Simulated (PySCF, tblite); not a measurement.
**C₂H₁₃BSi₄: geometry, infrared bands and NMR shifts**

What infrared bands and NMR shifts should C₂H₁₃BSi₄ (`[SiH3]C[C@H]1B[SiH2][SiH2][SiH2]1`) show?

Programs: tblite 0.8.0 and PySCF 2.14.0, with density-fitted response routines of our own. Each step states its level of theory. These are calculated values for one molecule in the gas phase, unless marked as measured. Atoms are numbered from 0 throughout.

**1. The starting structure**

20 atoms, charge 0, multiplicity 1; geometry from: force field or distance geometry start.

Bonds of the start (Å): Si0–C1 1.87, C1–C2 1.53, C2–B3 1.61, B3–Si4 1.96, Si4–Si5 2.21, Si5–Si6 2.21, Si6–C2 1.87, Si0–H7 1.47, Si0–H8 1.47, Si0–H9 1.47, C1–H10 1.12, C1–H11 1.11, C2–H12 1.11, B3–H13 1.17, Si4–H14 1.47, Si4–H15 1.47, Si5–H16 1.47, Si5–H17 1.47, Si6–H18 1.47, Si6–H19 1.46.

**2. Geometry optimisation with GFN2-xTB**

Job settings and geometry (Å):

```
{"job": {"kind": "relax", "xc": "GFN2-xTB", "basis": "xTB"}, "charge": 0, "multiplicity": 1}
Si    -2.981100     0.102500     0.310400
C     -1.325000    -0.742300     0.150800
C     -0.363800    -0.026700    -0.807900
B      0.135100     1.390600    -0.222400
Si     1.704200     1.387500     0.945100
Si     2.548600    -0.597700     0.464800
Si     1.136000    -1.093700    -1.165300
H     -3.849900    -0.672600     1.208900
H     -3.607000     0.196500    -1.016400
H     -2.814100     1.453500     0.871600
H     -0.865800    -0.831700     1.169000
H     -1.526900    -1.777200    -0.209100
H     -0.897400     0.154400    -1.767300
H     -0.092300     2.364100    -0.830500
H      1.315700     1.482200     2.355400
H      2.629100     2.461100     0.554500
H      2.381600    -1.508700     1.608200
H      3.938100    -0.519900    -0.016300
H      0.798400    -2.525000    -1.168800
H      1.731400    -0.686200    -2.437800
```

Run with:

```bash
$ OMP_NUM_THREADS=1 python probes_run.py task.json out
```

This one command runs all jobs of the session in turn.

**Question.** This job is followed by: GFN2-xTB harmonic vibrations, gas phase; GIAO PBE0/pcSseg-1 NMR shielding, non-relativistic, gas phase. Predict these results of the whole session: strongest single infrared mode (GFN2-xTB); zero-point energy (GFN2-xTB); ¹³C shifts against TMS (PBE0/pcSseg-1); ¹H shifts against TMS (PBE0/pcSseg-1, means over atoms taken as alike); ²⁹Si shifts against TMS (PBE0/pcSseg-1); ¹¹B shifts against BF3·OEt2 (PBE0/pcSseg-1).

**Answer**, as computed:

| quantity | value |
| --- | --- |
| strongest single infrared mode (GFN2-xTB) | 2170 cm⁻¹, 994 km/mol |
| zero-point energy (GFN2-xTB) | 81.1 kcal/mol |
| ¹³C shifts against TMS (PBE0/pcSseg-1) | 47.9, 17.0 ppm |
| ¹H shifts against TMS (PBE0/pcSseg-1, means over atoms taken as alike) | 10.05, 4.22, 4.07, 4.07, 3.96, 3.76, 3.58, 3.35, 3.13, 1.60, 1.19 ppm |
| ²⁹Si shifts against TMS (PBE0/pcSseg-1) | -58.5, -68.8, -117.9, -133.8 ppm |
| ¹¹B shifts against BF3·OEt2 (PBE0/pcSseg-1) | 104.7 ppm |

Over 105 steps the energy fell by 0.668 eV; of the close pairs, Si4–Si5 changed most, 2.210 to 2.363 Å. No mode is imaginary among the 54: a minimum at this level. The strongest single mode, at 2170 cm⁻¹, is carried by H18, H17, H19. Unscaled tight-binding wavenumbers are off by several per cent, some by more. Its intensities can rank the bands wrongly. At PBE0/pcSseg-1: The largest span, 239 ppm, is at B3, where the paramagnetic term is -201 ppm.
